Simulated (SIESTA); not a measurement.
Crystal: MnPt2.

```
Pt Mn
1.0
     2.85840    0.00000    0.00000
    -1.42920    2.47545    0.00000
     0.00000    0.00000    6.53250
Pt Mn
2 1
Direct
  0.66667 0.33333 0.31621
  0.33333 0.66667 0.68379
  0.00000 0.00000 0.00000
```

The cell comes from a database or a generator and needn't be the stable form of this composition.

```yaml
Program: SIESTA 5.4.2
Task: single point
Functional: PBE
Potentials_or_basis: PseudoDojo 0.4 standard (PBE files)
Basis: DZP (energy shift 0.003 Ry; two zetas on semicore shells)
Grid_cutoff: 800 Ry
Energy_shift: 0.003 Ry
k_mesh: 11 × 11 × 4
Occupations: fermi-dirac, width 0.05 eV
Spin: collinear spin, ferromagnetic start
Starting_moments: "[0.0, 0.0, 4.0] μB"
```

On this cell: pressure 0.5 GPa; largest force 0.129 eV/Å; net moment 4.63 μB per cell; site moments Pt +0.24; Mn +4.15 μB; band gap on the k mesh none (metal or under the smearing width).

The same run follows on a disturbed copy (atoms moved at random, drawn with an rms of 0.05 Å):

```xyz
3
Lattice="2.8584 0.0000 0.0000 -1.4292 2.4755 0.0000 0.0000 0.0000 6.5325" Properties=species:S:1:pos:R:3 pbc="T T T"
Pt    1.4108    0.8661    2.0592
Pt    0.0313    1.6535    4.4467
Mn   -0.0487   -0.0684   -0.0382
```

Task: What does the disturbed cell give?

Result: The energy (extrapolated to zero smearing) moves by +7.5 meV/atom; pressure 0.7 GPa; largest force 0.481 eV/Å; net moment 4.64 μB per cell; site moments Pt +0.23, +0.25; Mn +4.16 μB; band gap on the k mesh none (metal or under the smearing width).

Forces in eV/Å, atoms in the order of the input:
```
Pt  -0.004 -0.177 -0.127
Pt  -0.172 -0.096 -0.226
Mn   0.177  0.273  0.354
```

Stress tensor (GPa, compression positive):
```
-0.20  0.20  0.43
 0.20 -0.23 -0.05
 0.43 -0.05  2.67
```

Caveats: short orbitals over semicore shells can move pressures by several GPa; the basis of atomic orbitals isn't converged, which shifts pressures, moduli and gaps.
